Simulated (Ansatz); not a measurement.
Geometry optimisation, DFT r2SCAN, scalar-relativistic, plane waves, PAW in Ansatz 0.2.0.

The input (input.yaml):

```yaml
crystal:
  lattice:
    - [-2.45825, 4.257814, 5.407]
    - [4.9165, 0.0, 5.407]
    - [4.9165, 8.515628, 0.0]
  atoms:
    - { symbol: Si, position: [0.93151666, 0.40181667, 0.03424166] }
    - { symbol: Si, position: [0.56848332, 0.09818335, 0.95090831] }
    - { symbol: Si, position: [0.0, 0.0, 0.26485] }
    - { symbol: O, position: [0.30705, 0.57425, 0.13962499] }
    - { symbol: O, position: [0.46593332, 0.31943335, 0.97388331] }
    - { symbol: O, position: [0.98083333, 0.56713334, 0.08283332] }
    - { symbol: O, position: [0.03406667, 0.18056667, 0.11656666] }
    - { symbol: O, position: [0.51916666, 0.93286667, 0.10681666] }
    - { symbol: O, position: [0.19294999, 0.92575001, 0.33027499] }
    - { symbol: Si, position: [0.93151665, 0.40181668, 0.53424165] }
    - { symbol: Si, position: [0.56848332, 0.09818334, 0.45090832] }
    - { symbol: Si, position: [-1.0e-08, 1.0e-08, 0.76484999] }
    - { symbol: O, position: [0.30704999, 0.57425001, 0.63962499] }
    - { symbol: O, position: [0.46593332, 0.31943334, 0.47388332] }
    - { symbol: O, position: [0.98083332, 0.56713335, 0.58283331] }
    - { symbol: O, position: [0.03406666, 0.18056667, 0.61656666] }
    - { symbol: O, position: [0.51916666, 0.93286668, 0.60681665] }
    - { symbol: O, position: [0.19294999, 0.92575001, 0.83027498] }
    - { symbol: Si, position: [0.43151666, 0.90181667, 0.28424166] }
    - { symbol: Si, position: [0.06848333, 0.59818334, 0.20090833] }
    - { symbol: Si, position: [0.49999999, 0.50000001, 0.51484999] }
    - { symbol: O, position: [0.80704999, 0.07425001, 0.38962499] }
    - { symbol: O, position: [0.96593332, 0.81943334, 0.22388332] }
    - { symbol: O, position: [0.48083333, 0.06713334, 0.33283332] }
    - { symbol: O, position: [0.53406666, 0.68056667, 0.36656666] }
    - { symbol: O, position: [0.01916666, 0.43286667, 0.35681666] }
    - { symbol: O, position: [0.69294999, 0.42575001, 0.58027498] }
    - { symbol: Si, position: [0.43151665, 0.90181668, 0.78424165] }
    - { symbol: Si, position: [0.06848332, 0.59818334, 0.70090832] }
    - { symbol: Si, position: [0.5, 0.5, 0.01485] }
    - { symbol: O, position: [0.80704998, 0.07425002, 0.88962498] }
    - { symbol: O, position: [0.96593332, 0.81943335, 0.72388331] }
    - { symbol: O, position: [0.48083332, 0.06713335, 0.83283331] }
    - { symbol: O, position: [0.53406665, 0.68056668, 0.86656665] }
    - { symbol: O, position: [0.01916666, 0.43286668, 0.85681665] }
    - { symbol: O, position: [0.69294999, 0.42575001, 0.08027499] }
    - { symbol: F, position: [0.80639737, 0.38204379, 0.77366545] }
total_charge: -1
basis:
  ecutwfc: 500.0
kpoints:
  mp_grid: { grid: [2, 2, 1] }
hamiltonian:
  xc: r2scan
  pseudopotentials: { kind: paw, azcp: { folder: soft_1 } }
scf:
  occupations: { method: gaussian, width: 0.02 }
  lower_state_search: "off"
relax:
  f_tol: 0.03
  max_steps: 60
  adjacent_minimum: "off"
```

Launched with:

```bash
$ ansatz run input.yaml --threads 4 --pin off --max-ram 10240MiB --backend cpu --events-out ev --progress --plain --runs-dir out
```

**Question.** Where does it end, and by what steps?

**Answer.** It converged. Limits of this set-up: coarse k mesh, a small cell, in which the defect meets its images, a typed lattice constant that wasn't relaxed here, charged cell in a uniform background, uncorrected. After 8 steps the energy has fallen by 2.688 eV; O27 moved furthest, 0.61 Å. Joined: Si10–F37 (2.19 → 1.72 Å).

| step | energy less start (eV) | largest force component (eV/Å) | accepted |
| --- | --- | --- | --- |
| 0 | 0.0000 | 3.274 | yes |
| 1 | -1.0810 | 2.398 | yes |
| 2 | -2.1213 | 0.873 | yes |
| 3 | -2.4100 | 1.157 | yes |
| 4 | -2.6047 | 0.426 | yes |
| 5 | -2.6096 | 0.826 | yes |
| 6 | -2.6864 | 0.059 | yes |
| 7 | -2.6864 | 0.059 | yes |
| 8 | -2.6877 | 0.022 | yes |

```xyz
37
Lattice="-2.4583 4.2578 5.4070 4.9165 0.0000 5.4070 4.9165 8.5156 0.0000" Properties=species:S:1:pos:R:3
Si -0.241 4.328 7.225
Si 3.817 10.461 3.650
Si 1.316 2.208 -0.156
O 2.766 2.571 4.842
O 5.270 10.282 4.319
O 0.655 5.173 8.256
O 1.263 1.034 0.950
O 4.001 2.880 7.748
O 5.877 3.582 5.998
Si 2.467 8.725 7.164
Si 1.366 6.159 3.511
Si 3.809 6.630 -0.026
O 5.154 6.863 4.927
O 2.817 5.918 4.144
O 3.119 9.233 8.616
O 3.806 5.476 1.079
O 6.364 7.300 7.774
O 8.299 8.018 6.094
Si 4.855 4.092 7.124
Si 3.696 2.265 3.540
Si 3.695 6.360 5.431
O 0.338 6.638 4.653
O 2.724 6.128 9.489
O 0.789 4.792 2.892
O 3.838 5.099 6.425
O 3.729 3.512 2.570
O 2.894 7.431 6.249
Si 7.316 8.503 7.273
Si 6.136 6.383 3.721
Si 1.332 2.262 5.508
O 2.735 11.187 4.598
O 5.184 10.475 9.668
O 3.252 9.031 3.143
O 6.422 9.690 6.681
O 6.168 7.567 2.609
O 0.756 3.599 6.188
F 3.743 9.574 6.389
```

Whether the end is a true minimum wasn't checked by a vibrational analysis.

Time of the run: 2.3 min on 4 threads of Arm Neoverse V1, on a shared host, peak memory 2.2 GiB.
